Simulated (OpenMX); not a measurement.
GaF in OpenMX: the effect of volume scale

The system is GaF.

```xyz
2
Lattice="0.0000 2.7275 2.7275 2.7275 0.0000 2.7275 2.7275 2.7275 0.0000" Properties=species:S:1:pos:R:3 pbc="T T T"
Ga    1.3638    1.3638    1.3638
F     0.0000    0.0000    0.0000
```

The cell was built by a generator and needn't be a form met in nature.

Alike in all runs:

```yaml
Program: OpenMX 3.8.5
Task: single point
Functional: PBE
Potentials_or_basis: OpenMX 2013 PBE set, Ga7.0-s3p2d2, F6.0-s2p2d1, grid cutoff 500 Ry
k_mesh: 7 × 7 × 7
Occupations: fermi-dirac, width 0.05 eV
Spin: no spin polarisation
```

```tsv
volume scale	gap on the mesh (eV)	pressure (GPa)
0.88	?	?
0.92	2.25	3.6
0.96	2.40	2.0
1	2.54	0.7
1.04	2.66	-0.2
1.08	2.78	-1.1
```

**Question.** What does the run with volume scale 0.88 give?

**Answer.** gap on the mesh 2.07 eV; pressure 5.6 GPa.

Worked out: A parabola through the other rows of the gap on the mesh, of slope 4.16 eV per unit of volume scale there, extrapolates to 2.09 eV, against the run's 2.07. A parabola through the other rows of the pressure, of slope -48.3 GPa per unit of volume scale there, extrapolates to 5.4 GPa, against the run's 5.6.

Caveats: an odd mesh through Γ misses points on the zone boundary, where band edges often lie; the basis of atomic orbitals isn't converged, which shifts pressures, moduli and gaps.
